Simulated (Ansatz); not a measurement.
# SiAsH3+ (doublet): wave-function methods side by side, cc-pVDZ

An exercise on one series of results from a longer session: the logs are not shown, and one member is left open.

Method: cc-pVDZ, core rule «outside noble gas», up to 19 orbitals frozen; program: Ansatz 0.2.0, Gaussian basis.

The runs, in order: UHF; CCSD(T) on ROHF; CCSD(T) on UHF; BCCD(T) on ROHF; CISD as a restricted active space (open shells left free, so some higher excitations enter); CCSDT(Q) on ROHF; CCSDT(Q) on UHF.

12 further runs of the same task are left out: 6 that didn't finish, 6 set aside as unsound or not needed. Runs told in other sessions of the task aren't counted.

## What is computed

The geometry is a PBE0/def2-TZVP stationary point (not a proven minimum) of the parent state, kept for this charge and spin. No spin-orbit coupling is included. The filled d shell of As may be among the frozen orbitals whatever the setting's name suggests.

5 atoms, charge 1, spin multiplicity 2.

Atoms are counted from 1 here; the program's logs count them from 0.

Bond lengths: Si1–As2 2.341 Å, Si1–H3 1.526 Å, As2–H4 1.513 Å, As2–H5 1.514 Å. Angles: As2–Si1–H3 89.5°, Si1–As2–H4 102.3°, Si1–As2–H5 100.9°, H4–As2–H5 97.5°.

As a file:

```
Si   -0.04252    0.09606    1.70135
As    0.03965   -0.01837   -0.63523
H     0.02677   -1.42660    1.76400
H    -0.99820   -1.07528   -0.94394
H    -0.79099    1.19079   -1.00962
```

The first run:

Contents of in.yaml:

```yaml
crystal:
  periodic: [false, false, false]
  atoms:
    - {symbol: Si, position_ang: [-0.042523, 0.096063, 1.701345]}
    - {symbol: As, position_ang: [0.039651, -0.018372, -0.635225]}
    - {symbol: H, position_ang: [0.026769, -1.426596, 1.763999]}
    - {symbol: H, position_ang: [-0.998195, -1.075279, -0.943937]}
    - {symbol: H, position_ang: [-0.790994, 1.190790, -1.009616]}
basis:
  gaussian: {orbitals: cc-pVDZ}
total_charge: 1
magnetization: {spin_polarized: true, initial_magnetization: 1}
hamiltonian: {xc: hf}
output: {orbitals: {seedname: orbitals}}
```

Command:

```console
$ ansatz run in.yaml --threads 1 --pin off --events-out ev --progress --plain --max-ram 2393MiB
```

Steps of the session up to this table: UHF; CCSD(T) on ROHF; CCSD(T) on UHF; BCCD(T) on ROHF; CISD as a restricted active space (open shells left free, so some higher excitations enter); CCSDT(Q) on ROHF; CCSDT(Q) on UHF.

One table of the session follows, with a row left open; its other results are not shown here.

It belongs to the step «Misses and costs». 

```
   method  from UCCSDT(Q) (kcal/mol)
     ROHF                    +144.98
      UHF                    +138.47
     RMP2                     +32.68
     UMP2                     +34.35
     CISD                     +19.56
    RCCSD                      +6.44
    UCCSD                      +5.91
 RCCSD(T)                      +1.31
 UCCSD(T)                          ?
  BCCD(T)                      +1.36
   RCCSDT                      +0.36
   UCCSDT                      +0.30
RCCSDT(Q)                      +0.05
UCCSDT(Q)                          0
```

Q: Estimate the row for UCCSD(T) from the others.

**Answer.** from UCCSDT(Q) (kcal/mol): +1.46. In the column «from UCCSDT(Q) (kcal/mol)» it lies between BCCD(T) (+1.36) and UCCSD (+5.91).

Caveats from the session: Restricted and unrestricted rows rest on different reference determinants; a gap between their highest levels can come from leftover correlation error, from unlike frozen cores or from another state.
